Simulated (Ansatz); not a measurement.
# AsNH₃ radical (SMILES [NH][AsH2]): single points off equilibrium

The atoms stand at a structure displaced at random from a GFN2-xTB minimum. How far do the functionals agree with CCSD(T) there?

Method: single points in def2-TZVPP; program: Ansatz 0.2.0, Gaussian basis.

Cores are frozen in the correlated methods. Filled d shells of the heavier atoms are correlated. Orbitals are unrestricted.

## Step 1: The system as given

5 atoms, charge 0, spin multiplicity 2.

Atoms are counted from 1 here; the program's logs count them from 0.

Bond lengths: N1–As2 1.723 Å, N1–H3 0.993 Å, As2–H4 1.491 Å, As2–H5 1.501 Å. Angles: As2–N1–H3 117.4°, N1–As2–H4 98.1°, N1–As2–H5 108.9°, H4–As2–H5 96.0°.

Coordinates:

```xyz
5

N     0.2789   -0.8707    0.6612
As   -0.0437    0.0907   -0.7315
H     1.1938   -0.8271    1.0441
H    -1.5313    0.1026   -0.6381
H     0.1464    1.5369   -0.3795
```

## Step 2: CCSD(T)/def2-TZVPP

run/in.yaml

```yaml
crystal:
  periodic: [false, false, false]
  atoms:
    - {symbol: N, position_ang: [0.278900, -0.870700, 0.661200]}
    - {symbol: As, position_ang: [-0.043700, 0.090700, -0.731500]}
    - {symbol: H, position_ang: [1.193800, -0.827100, 1.044100]}
    - {symbol: H, position_ang: [-1.531300, 0.102600, -0.638100]}
    - {symbol: H, position_ang: [0.146400, 1.536900, -0.379500]}
basis:
  gaussian: {orbitals: def2-TZVPP}
magnetization: {spin_polarized: true, initial_magnetization: 1}
correlation: {method: ccsd_t}
scf: {omitted_lower_state_checks: [cluster_reference]}
output: {forces: true}
```

The command line of these runs was not kept.

## Step 3: PBE0-D4/def2-TZVPP

run/in.yaml, as its differences from that of step 2:

```diff
@@ -11,4 +11,3 @@
 magnetization: {spin_polarized: true, initial_magnetization: 1}
-correlation: {method: ccsd_t}
-scf: {omitted_lower_state_checks: [cluster_reference]}
-output: {forces: true}
+hamiltonian: {xc: pbe0, dispersion: d4}
+output: {forces: true, orbitals: {seedname: orbitals}}
```

## Step 4: wB97M-V/def2-TZVPP

run/in.yaml, as its differences from that of step 3:

```diff
@@ -11,3 +11,3 @@
 magnetization: {spin_polarized: true, initial_magnetization: 1}
-hamiltonian: {xc: pbe0, dispersion: d4}
-output: {forces: true, orbitals: {seedname: orbitals}}
+hamiltonian: {xc: {name: wB97M-V}}
+output: {forces: true}
```

## Step 5: r2SCAN-D4/def2-TZVPP

run/in.yaml, as its differences from that of step 4:

```diff
@@ -11,3 +11,3 @@
 magnetization: {spin_polarized: true, initial_magnetization: 1}
-hamiltonian: {xc: {name: wB97M-V}}
+hamiltonian: {xc: r2scan, dispersion: d4}
 output: {forces: true}
```

## Step 6: PBE-D4/def2-TZVPP

run/in.yaml, as its differences from that of step 5:

```diff
@@ -11,3 +11,3 @@
 magnetization: {spin_polarized: true, initial_magnetization: 1}
-hamiltonian: {xc: r2scan, dispersion: d4}
+hamiltonian: {xc: pbe, dispersion: d4}
 output: {forces: true}
```

## Step 7: HSE06-D4/def2-TZVPP

run/in.yaml, as its differences from that of step 6:

```diff
@@ -11,3 +11,3 @@
 magnetization: {spin_polarized: true, initial_magnetization: 1}
-hamiltonian: {xc: pbe, dispersion: d4}
+hamiltonian: {xc: hse06, dispersion: d4}
 output: {forces: true}
```

## Step 8: LC-wPBE/def2-TZVPP

run/in.yaml, as its differences from that of step 7:

```diff
@@ -11,3 +11,3 @@
 magnetization: {spin_polarized: true, initial_magnetization: 1}
-hamiltonian: {xc: hse06, dispersion: d4}
+hamiltonian: {xc: {name: LC-wPBE}}
 output: {forces: true}
```

(Steps that only read results are left out.)

What does the calculation give? Wanted: energy less free atoms, CCSD(T)/def2-TZVPP; RMS force component; RMS force error; HOMO and LUMO, PBE0-D4; T1 diagnostic.

**Answer**, as computed:

| quantity | value |
| --- | --- |
| energy less free atoms, CCSD(T)/def2-TZVPP | -1131.9 kJ/mol |
| RMS force component | 0.640 to 0.854 eV/Å over the methods |
| RMS force error | PBE0-D4 0.145, wB97M-V 0.103, r2SCAN-D4 0.122, PBE-D4 0.248, HSE06-D4 0.147, LC-wPBE 0.189 eV/Å |
| HOMO and LUMO, PBE0-D4 | -6.80 and -2.87 eV |
| T1 diagnostic | 0.027 |

What this shows: Against CCSD(T) the functionals' energies less atoms differ by -99.5 to -30.9 kJ/mol, PBE-D4 by -99.5 kJ/mol. The reference is not at the basis limit: in triple zeta CCSD(T) underbinds, which counts against methods that bind more; the gaps are no ranking. On forces the order runs from wB97M-V to PBE-D4. Frozen-core CCSD(T) forces in triple zeta carry basis errors of their own, and this is one geometry, so small gaps rank nothing.
